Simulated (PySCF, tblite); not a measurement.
# C5H4FNS: infrared bands and NMR shifts

Wanted: the infrared bands and NMR shifts of C5H4FNS (`C=Cc1nc(F)cs1`), by calculation.

Programs: tblite 0.8.0 and PySCF 2.14.0, with density-fitted response routines of our own. Each step states its level of theory. These are calculated values for one molecule in the gas phase, unless marked as measured. Atoms count from 0, in the outputs and in this text.

### 1 The molecule as given

12 atoms, charge 0, multiplicity 1; geometry from: GFN2-xTB.

Bonds of the start (Å): C0–C1 1.33, C1–C2 1.44, C2–N3 1.29, N3–C4 1.34, C4–F5 1.33, C4–C6 1.36, C6–S7 1.71, S7–C2 1.76, C0–H8 1.08, C0–H9 1.08, C1–H10 1.08, C6–H11 1.07.

### 2 Infrared spectrum with GFN2-xTB

Job settings and geometry (Å):

```
{"job": {"kind": "ir", "xc": "GFN2-xTB", "basis": "xTB"}, "charge": 0, "multiplicity": 1}
C     -1.683962     0.858201    -1.583431
C     -1.326258    -0.233388    -0.912206
C     -0.185438    -0.274606    -0.040049
N      0.622226     0.706640     0.204752
C      1.585478     0.344712     1.061429
F      2.503496     1.237793     1.421506
C      1.563262    -0.940789     1.518511
S      0.229688    -1.754932     0.817290
H     -1.116243     1.767588    -1.492075
H     -2.542553     0.865613    -2.231239
H     -1.882830    -1.157010    -0.989740
H      2.234334    -1.420506     2.199224
```

**Question.** This job is followed by: GIAO PBE0/pcSseg-1 NMR shielding, non-relativistic, gas phase. What will the session give for the following? strongest single infrared mode (GFN2-xTB); zero-point energy (GFN2-xTB); ¹³C shifts against TMS (PBE0/pcSseg-1); ¹H shifts against TMS (PBE0/pcSseg-1); ¹⁵N shifts against NH3 (PBE0/pcSseg-1); ¹⁹F shifts against CFCl3 (PBE0/pcSseg-1); ³³S shifts against CS2 (PBE0/pcSseg-1).

**Answer**, as computed:

| quantity | value |
| --- | --- |
| strongest single infrared mode (GFN2-xTB) | 1552 cm⁻¹, 157 km/mol |
| zero-point energy (GFN2-xTB) | 48.7 kcal/mol |
| ¹³C shifts against TMS (PBE0/pcSseg-1) | 170.8, 168.7, 135.0, 128.9, 103.7 ppm |
| ¹H shifts against TMS (PBE0/pcSseg-1) | 7.10, 6.65, 6.34, 5.85 ppm |
| ¹⁵N shifts against NH3 (PBE0/pcSseg-1) | 319.9 ppm |
| ¹⁹F shifts against CFCl3 (PBE0/pcSseg-1) | -111.4 ppm |
| ³³S shifts against CS2 (PBE0/pcSseg-1) | 272 ppm |

What this shows: No mode is imaginary among the 30: a minimum at this level. The strongest single mode, at 1552 cm⁻¹, moves mainly C2 and N3. GFN2-xTB is a fitted tight-binding method: band positions and strengths are rough. Its intensities can rank the bands wrongly. At PBE0/pcSseg-1: The widest tensor belongs to N3: span 524 ppm, with a paramagnetic part of -386 ppm. NICS(1)zz of -24 ppm above the planar ring from C2 marks a diatropic (aromatic) ring current.
